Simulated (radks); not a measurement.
# Valence configurations of Nb³⁺

Aim: which of several valence configurations of Nb³⁺ lies lowest at this level, and whether it is the one NIST lists ([Kr] 4d2).

Program: radks (a radial shooting solver on a logarithmic mesh, Libxc functionals) version 1. Level of theory: Dirac Kohn-Sham, PBE, spin-unpolarised, spherical densities, finite nucleus; open shells are shared between the two j in proportion to 2j + 1. These are calculated values, not measurements, unless marked.

### 1 Starting point

- element: niobium (Z = 41)
- charge: +3
- electrons: 38
- configuration: [Kr] 4d2
- nuclear rms radius: 4.324 fm
- others tried: 4d1.5 5p0.5; 4d1 5p1; 4d1 5s1; 4d0.5 5s0.5 5p1; 5s2

Outer shells as boxes (Hund's rule):

Nb³⁺
```
[Kr] core
4d [↑ ][↑ ][  ][  ][  ]
```

### 2 [Kr] 4d2

The run's settings:

```text
Z 41
configuration [Kr] 4d2
relativity Dirac
functional pbe,pbe
spin unpolarised
j_filling average
nucleus finite rms 4.324 fm
c 137.035999084
```

### 3 [Kr] 4d1.5 5p0.5

Changes since step 2:

```diff
@@ -1,3 +1,3 @@
 Z 41
-configuration [Kr] 4d2
+configuration [Kr] 4d1.5 5p0.5
 relativity Dirac
```

### 4 [Kr] 4d1 5p1

Changes since step 3:

```diff
@@ -1,3 +1,3 @@
 Z 41
-configuration [Kr] 4d1.5 5p0.5
+configuration [Kr] 4d1 5p1
 relativity Dirac
```

### 5 [Kr] 4d1 5s1

Changes since step 4:

```diff
@@ -1,3 +1,3 @@
 Z 41
-configuration [Kr] 4d1 5p1
+configuration [Kr] 4d1 5s1
 relativity Dirac
```

### 6 [Kr] 4d0.5 5s0.5 5p1

Changes since step 5:

```diff
@@ -1,3 +1,3 @@
 Z 41
-configuration [Kr] 4d1 5s1
+configuration [Kr] 4d0.5 5s0.5 5p1
 relativity Dirac
```

### 7 [Kr] 5s2

Changes since step 6:

```diff
@@ -1,3 +1,3 @@
 Z 41
-configuration [Kr] 4d0.5 5s0.5 5p1
+configuration [Kr] 5s2
 relativity Dirac
```

What does the calculation give? Wanted: for each run, valence; E − E(NIST configuration); highest level; its energy; 1s shift.

**Answer**, as computed:

| valence | E − E(NIST configuration) (eV) | highest level | its energy (eV) | 1s shift (eV) |
| --- | --- | --- | --- | --- |
| 4d2 | 0.000 | 4d5/2 | -30.497 | +0.00 |
| 4d1.5 5p0.5 | 5.581 | 5p3/2 | -20.797 | -2.86 |
| 4d1 5s1 | 5.738 | 5s1/2 | -27.274 | -4.70 |
| 4d1 5p1 | 11.678 | 5p3/2 | -21.785 | -5.80 |
| 5s2 | 12.919 | 5s1/2 | -29.036 | -9.73 |
| 4d0.5 5s0.5 5p1 | 15.238 | 5p3/2 | -22.489 | -8.27 |

What this shows: Theory agrees with NIST among these: the next, 4d1.5 5p0.5, lies 5.581 eV higher. The energies are those of spherical spin-averaged densities, not of single terms. The 1s eigenvalue shifts by up to 9.73 eV as the valence charge is rearranged.
